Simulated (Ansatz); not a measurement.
# CH₉GeNSi: a ladder of functionals and wavefunction methods

An exercise on one series of results from a longer session: the logs are not shown, and one member is left open.

The runs use Ansatz 0.2.0, Gaussian basis; functionals in def2-TZVPP, the program's frozen cores in correlated methods.

Levels to be run: PBE-D4, r2SCAN-D4, PBE0-D4, B3LYP-D4, ωB97X-V, ωB97M-V, B2PLYP; CCSD(T)/def2-TZVPP; MP2/def2-QZVPP; extrapolation to the limit.

## The geometry

The geometry comes from an earlier relaxation with PBE0-D4 in a triple-zeta def2 set; it is a stationary point, not always the lowest conformer.

13 atoms, charge 0, spin multiplicity 1.

Atoms are counted from 1 here; the program's logs count them from 0.

Bond lengths: C1–N2 1.450 Å, C1–H5 1.100 Å, C1–H6 1.094 Å, C1–H7 1.094 Å, N2–Ge3 1.846 Å, N2–H8 1.011 Å, Ge3–Si4 2.398 Å, Ge3–H9 1.540 Å, Ge3–H10 1.541 Å, Si4–H11 1.488 Å, Si4–H12 1.489 Å, Si4–H13 1.488 Å. Angles: N2–C1–H5 115.0°, N2–C1–H6 110.1°, N2–C1–H7 109.5°, H5–C1–H6 107.7°, H5–C1–H7 107.3°, H6–C1–H7 106.9°, C1–N2–Ge3 117.9°, C1–N2–H8 111.5°, Ge3–N2–H8 112.5°, N2–Ge3–Si4 113.7°, N2–Ge3–H9 106.5°, N2–Ge3–H10 106.0°, Si4–Ge3–H9 110.5°, Si4–Ge3–H10 109.9°, H9–Ge3–H10 110.0°, Ge3–Si4–H11 110.6°, Ge3–Si4–H12 110.0°, Ge3–Si4–H13 111.1° and more.

Set-up of the first run:

File in.yaml:

```yaml
crystal:
  periodic: [false, false, false]
  atoms:
    - {symbol: C, position_ang: [-0.496379, 1.792528, -0.636855]}
    - {symbol: N, position_ang: [-0.482732, 1.229759, 0.699813]}
    - {symbol: Ge, position_ang: [0.649727, -0.191107, 1.027009]}
    - {symbol: Si, position_ang: [0.242508, -2.093002, -0.375158]}
    - {symbol: H, position_ang: [-0.901516, 1.129324, -1.415707]}
    - {symbol: H, position_ang: [-1.080431, 2.717414, -0.649816]}
    - {symbol: H, position_ang: [0.523335, 2.056011, -0.931750]}
    - {symbol: H, position_ang: [-1.419258, 1.064246, 1.042007]}
    - {symbol: H, position_ang: [0.464726, -0.563758, 2.509590]}
    - {symbol: H, position_ang: [2.077660, 0.339004, 0.790229]}
    - {symbol: H, position_ang: [0.310642, -1.707953, -1.811272]}
    - {symbol: H, position_ang: [-1.114208, -2.643230, -0.104776]}
    - {symbol: H, position_ang: [1.246426, -3.163935, -0.128513]}
basis:
  gaussian: {orbitals: def2-TZVPP}
hamiltonian: {xc: pbe, dispersion: d4}
output: {forces: true, orbitals: {seedname: orbitals}}
```

Command:

```sh
$ ansatz run in.yaml --threads 4 --pin off --events-out ev --progress --plain --max-ram 10444MiB
```

Among the steps run: PBE-D4 (GGA); r2SCAN-D4 (meta-GGA); PBE0-D4 (hybrid); B3LYP-D4 (hybrid); ωB97X-V (range-separated); ωB97M-V (range-separated); B2PLYP (double hybrid); CCSD(T) in def2-TZVPP; MP2 in def2-QZVPP.

One table of the session follows, with a row left open; its other results are not shown here.

```
            method  atomisation energy (kJ/mol)
            PBE-D4                       4105.4
         r2SCAN-D4                       4084.3
           PBE0-D4                       4067.3
          B3LYP-D4                       4097.7
           ωB97X-V                       4123.7
           ωB97M-V                            ?
            B2PLYP                       4041.9
     HF/def2-TZVPP                       2974.3
    MP2/def2-TZVPP                       3987.4
   CCSD/def2-TZVPP                       3960.7
CCSD(T)/def2-TZVPP                       4006.8
           MP2/CBS                       4084.3
       CCSD(T)/CBS                       4103.7
```

**Question.** Estimate the row for ωB97M-V.

The run gave: atomisation energy (kJ/mol): 4090.2. In the column «atomisation energy (kJ/mol)» it lies between MP2/CBS (4084.3) and B3LYP-D4 (4097.7).
